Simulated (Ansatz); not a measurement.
This script makes a check of PAW against all-electron LAPW of CaLa, space group P-6m2 with Ansatz 0.2.0, Python API.

`cala.py`:
```python
"""Checking the PAW result for CaLa with LAPW."""

import ansatz as az
import numpy as np
import pandas as pd


def count_gap(report):
    # lowest empty less highest filled band, counting bands; zero where they overlap
    return max(report.get("gap_by_band_count_ev") or 0.0, 0.0)


def main() -> None:
    cell = (
        az.Lattice.from_parameters(3.77696, 3.77696, 6.299964, alpha=90.0, beta=90.0, gamma=120.0)
        .atom("Ca", (0.0, 0.0, 0.5))
        .atom("La", (2 / 3, 1 / 3, 0.0))
    )

    job = (
        cell.calculation()
        .kpoints(spacing=0.24)
        .functional("pbesol")
        .scf(tolerance=1e-09)
        .occupations("cold", width=0.1)
        .stress()
        .forces()
        .band_table()
    )
    variants = {
        "PAW": job.pseudopotentials("paw"),
        "LAPW": job.pseudopotentials("all_electron", lapw=True),
    }
    # totals differ by the cores that each treatment holds, so compare what does not depend on them
    rows = []
    for label, variant in variants.items():
        data = variant.run(threads=1).report
        levels = np.array(data["eigenvalues_ev"][0]) - data["fermi_energy_ev"]
        print(label, "levels at the first k-point near E_F:", np.round(levels[np.abs(levels) < 5], 3))
        rows.append((label, data["n_electrons"], np.trace(data["stress_gpa"]) / 3, count_gap(data)))
    print(pd.DataFrame(rows, columns=["treatment", "electrons in bands", "P GPa", "gap by band count eV"]).round(4).to_string(index=False))


if __name__ == "__main__":
    main()
```

How well do the two treatments of the cores agree on the pressure?

PAW gives -1.244 GPa and LAPW -1.234 GPa, 0.010 GPa apart. They took 3.0 and 14.3 s of processor time.

The output:

```console
$ python cala.py
DeckWarning: basis.ecutwfc = 420 eV, auto-derived from the records' recommended cutoffs: set by Ca (normal level)
DeckWarning: output.stress: scf.convergence.dr2_threshold = 1e-9 eV is looser than the 2e-10 eV advised for a printed stress (1e-10 eV for each atom of the cell: 2). What an SCF threshold leaves in a stress goes as its square root, and in the free energy as the threshold itself, and one threshold admits the most on a [...]
PAW levels at the first k-point near E_F: [-3.796 -1.448  0.755  1.104  1.509  1.509  1.587]
LAPW levels at the first k-point near E_F: [-3.797 -1.449  0.761  1.133  1.545  1.545  1.617]
treatment  electrons in bands   P GPa  gap by band count eV
      PAW                21.0 -1.2436                   0.0
     LAPW                37.0 -1.2340                   0.0
```
(Warnings from the package without file and line, shortened.)

Notes:
- The computed bands are complete only to about 1.3 eV above the Fermi level.
- A gap by band count of zero or less means overlapping bands, a metal, and at an odd count of electrons it is no gap at all.
- This cell is a computed structure, which may not be the phase found in nature.
- Levels are Kohn-Sham eigenvalues on this mesh, without spin-orbit coupling.
- Pressure is positive in compression; the treatments may keep other shells as core, so totals and counts of electrons can differ.
- Finished in 18 s on 1 thread of Intel(R) Xeon(R) Processor @ 2.30GHz, with other jobs on the host, peak memory 0.61 GiB.
